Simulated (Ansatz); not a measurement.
# C2H8FNOSi: small, medium and large basis sets

One table from this session's results is given with a row withheld; the runs are named, their logs left out.

Program: Ansatz 0.2.0, Gaussian basis. Level of theory: one geometry, several basis sets. These are calculated values, not measurements.

Levels to be run: PBE0-D4/def2-SVP; ωB97M-V/def2-SVP; PBE0-D4/def2-QZVPP; ωB97M-V/def2-QZVPP; the functionals' def2-TZVPP values are taken from earlier runs.

**Structure used throughout**

An earlier PBE0-D4 in a triple-zeta def2 set relaxation fixed the geometry.

SMILES `CN[SiH](F)OC`, 14 atoms, charge 0, spin multiplicity 1.

Atoms are counted from 1 here; the program's logs count them from 0.

Bond lengths: C1–N2 1.446 Å, C1–H7 1.094 Å, C1–H8 1.096 Å, C1–H9 1.093 Å, N2–Si3 1.685 Å, N2–H10 1.007 Å, Si3–F4 1.605 Å, Si3–O5 1.626 Å, Si3–H11 1.479 Å, O5–C6 1.411 Å, C6–H12 1.094 Å, C6–H13 1.091 Å, C6–H14 1.095 Å. Angles: N2–C1–H7 111.4°, N2–C1–H8 112.8°, N2–C1–H9 109.6°, H7–C1–H8 108.3°, H7–C1–H9 107.1°, H8–C1–H9 107.4°, C1–N2–Si3 125.5°, C1–N2–H10 114.9°, Si3–N2–H10 118.7°, N2–Si3–F4 114.9°, N2–Si3–O5 106.4°, N2–Si3–H11 109.9°, F4–Si3–O5 106.9°, F4–Si3–H11 104.0°, O5–Si3–H11 115.0°, Si3–O5–C6 125.3°, O5–C6–H12 111.6°, O5–C6–H13 108.1° and more.

Coordinates:

```mol
C2H8FNOSi
  3D, bonds by distance, orders not assigned

 14 13  0  0  0  0  0  0  0  0999 V2000
   -0.1941   -2.5368    0.6083 C   0  0
   -0.6012   -1.1845    0.2978 N   0  0
    0.4340    0.0791   -0.1141 Si  0  0
    0.9316    0.0735   -1.6397 F   0  0
   -0.4095    1.4526    0.1040 O   0  0
   -0.0740    2.7101   -0.4398 C   0  0
   -0.7055   -2.9126    1.4996 H   0  0
   -0.3787   -3.2362   -0.2147 H   0  0
    0.8778   -2.5581    0.8200 H   0  0
   -1.5925   -1.0585    0.1733 H   0  0
    1.6840   -0.0173    0.6709 H   0  0
    0.1585    2.6383   -1.5064 H   0  0
   -0.9294    3.3750   -0.3103 H   0  0
    0.7857    3.1463    0.0798 H   0  0
  1  2  8  0
  2  3  8  0
  3  4  8  0
  3  5  8  0
  5  6  8  0
  1  7  8  0
  1  8  8  0
  1  9  8  0
  2 10  8  0
  3 11  8  0
  6 12  8  0
  6 13  8  0
  6 14  8  0
M  END
```

The first run:

File in.yaml:

```yaml
crystal:
  periodic: [false, false, false]
  atoms:
    - {symbol: C, position_ang: [-0.194105, -2.536845, 0.608325]}
    - {symbol: N, position_ang: [-0.601151, -1.184491, 0.297798]}
    - {symbol: Si, position_ang: [0.434026, 0.079071, -0.114057]}
    - {symbol: F, position_ang: [0.931566, 0.073522, -1.639680]}
    - {symbol: O, position_ang: [-0.409463, 1.452558, 0.104028]}
    - {symbol: C, position_ang: [-0.073962, 2.710079, -0.439803]}
    - {symbol: H, position_ang: [-0.705484, -2.912631, 1.499564]}
    - {symbol: H, position_ang: [-0.378666, -3.236239, -0.214742]}
    - {symbol: H, position_ang: [0.877767, -2.558122, 0.819988]}
    - {symbol: H, position_ang: [-1.592506, -1.058497, 0.173327]}
    - {symbol: H, position_ang: [1.684039, -0.017323, 0.670902]}
    - {symbol: H, position_ang: [0.158536, 2.638332, -1.506354]}
    - {symbol: H, position_ang: [-0.929369, 3.374994, -0.310294]}
    - {symbol: H, position_ang: [0.785673, 3.146293, 0.079797]}
basis:
  gaussian: {orbitals: def2-SVP}
hamiltonian: {xc: pbe0, dispersion: d4}
output: {orbitals: {seedname: orbitals}}
```

Started as:

```console
> ansatz run in.yaml --threads 2 --pin off --events-out ev --progress --plain --max-ram 32768MiB --backend cpu
```

Steps of the session up to this table: PBE0-D4 in def2-SVP; ωB97M-V in def2-SVP; PBE0-D4 in def2-QZVPP; ωB97M-V in def2-QZVPP.

One of the session's tables, all rows but one given; the rest of the session is left out.

It belongs to the step «Functionals by basis». 

| functional | basis | HOMO (eV) | LUMO (eV) |
| --- | --- | --- | --- |
| PBE0-D4 | def2-SVP | -7.00 | 1.68 |
| PBE0-D4 | def2-TZVPP | ? | ? |
| PBE0-D4 | def2-QZVPP | -7.19 | 0.64 |
| ωB97M-V | def2-SVP | -9.36 | 3.41 |
| ωB97M-V | def2-TZVPP | -9.53 | 2.51 |
| ωB97M-V | def2-QZVPP | -9.56 | 1.75 |

Estimate the missing values for PBE0-D4, def2-TZVPP.

As computed: HOMO (eV): -7.16; LUMO (eV): 1.02. In the column «HOMO (eV)» it lies between PBE0-D4, def2-QZVPP (-7.19) and PBE0-D4, def2-SVP (-7.00).
